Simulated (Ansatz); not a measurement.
# CH5NSSi: the cost of one run

Method: UKS PBE0/STO-3G, in Ansatz 0.2.0.

**1. The starting structure**

Bond lengths: S1–Si2 2.071 Å, Si2–C3 1.833 Å, Si2–N4 1.643 Å, C3–N4 1.381 Å, S1–H5 1.365 Å, Si2–H6 1.495 Å, C3–H7 1.054 Å, C3–H8 1.131 Å, N4–H9 1.054 Å. Angles (14 of 16 angles, heavy atoms first): S1–Si2–C3 114.1°, S1–Si2–N4 105.2°, C3–Si2–N4 46.4°, Si2–C3–N4 59.5°, Si2–N4–C3 74.1°, S1–Si2–H6 118.0°, C3–Si2–H6 124.6°, N4–Si2–H6 101.1°, Si2–S1–H5 96.0°, Si2–C3–H7 117.4°, Si2–C3–H8 113.6°, N4–C3–H7 123.6°, N4–C3–H8 116.2°, Si2–N4–H9 113.4°.

Coordinates:

```xyz
9

S    -0.4849    0.7181   -2.1731
Si    0.5823    0.5516   -0.4060
C     0.3504   -1.0472    0.4594
N    -0.5028    0.0108    0.7022
H    -1.7184    0.5598   -1.6116
H     1.0578    1.8088    0.2480
H     0.0909   -1.8841   -0.1273
H     1.1308   -1.2506    1.2521
H    -0.4176    0.4864    1.6391
```

**2. Relaxing the start**

Input file input.yaml:

```yaml
crystal:
  periodic: [false, false, false]
  atoms:
    - { symbol: S, position_ang: [-0.4849, 0.7181, -2.1731] }
    - { symbol: Si, position_ang: [0.5823, 0.5516, -0.406] }
    - { symbol: C, position_ang: [0.3504, -1.0472, 0.4594] }
    - { symbol: "N", position_ang: [-0.5028, 0.0108, 0.7022] }
    - { symbol: H, position_ang: [-1.7184, 0.5598, -1.6116] }
    - { symbol: H, position_ang: [1.0578, 1.8088, 0.248] }
    - { symbol: H, position_ang: [0.0909, -1.8841, -0.1273] }
    - { symbol: H, position_ang: [1.1308, -1.2506, 1.2521] }
    - { symbol: H, position_ang: [-0.4176, 0.4864, 1.6391] }
magnetization:
  spin_polarized: true
basis:
  gaussian: { orbitals: STO-3G }
hamiltonian:
  xc: pbe0
relax:
  f_tol: 0.02
  max_steps: 40
```

Started as:

```sh
> ansatz run input.yaml --threads 1 --pin off --max-ram 2048MiB --backend cpu --events-out ev --progress --plain --runs-dir out
```

Q: Estimate wall time and peak memory on 1 thread of Arm Neoverse V2, shared host.

About 45 s, with a peak of 0.16 GiB.
